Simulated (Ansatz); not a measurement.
HfB, 2 atoms in the cell. Symmetry: Fm-3m, No. 225, cubic system. Conventional cell: a = 4.620 Å, b = 4.620 Å, c = 4.620 Å, α = 90.00°, β = 90.00°, γ = 90.00°. Hf (site symmetry m-3m) has 6 B at 2.31 Å as nearest neighbours. Around B (site symmetry m-3m) lie 6 Hf at 2.31 Å. 

```yaml
Program: Ansatz 0.2.0
Task: relaxation of cell and atoms
Functional: RPBE
Dispersion: D3(BJ)
Potentials_or_basis: Ansatz PAW
Cutoff: "420 eV (not typed: the program's choice for these potentials)"
k_mesh: 10 × 10 × 10
Occupations: fermi-dirac, width 0.05 eV
Spin: no spin polarisation
```

Potentials or basis: Ansatz PAW.

Command:

```bash
$ ansatz run input.yaml --threads 2 --pin off --max-ram 5632MiB --backend cpu --events-out ev --progress --plain --runs-dir out
```

Hardware: 2 threads of Arm Neoverse V2, with other jobs on the host.

**Question.** Estimate the wall time of this run.

**Answer.** It took 3 s on 2 threads of Arm Neoverse V2, on a shared host, peak memory 0.31 GiB. Counts: scf iterations 22, plane waves 531, k points 47, bands 19, ion steps 4.
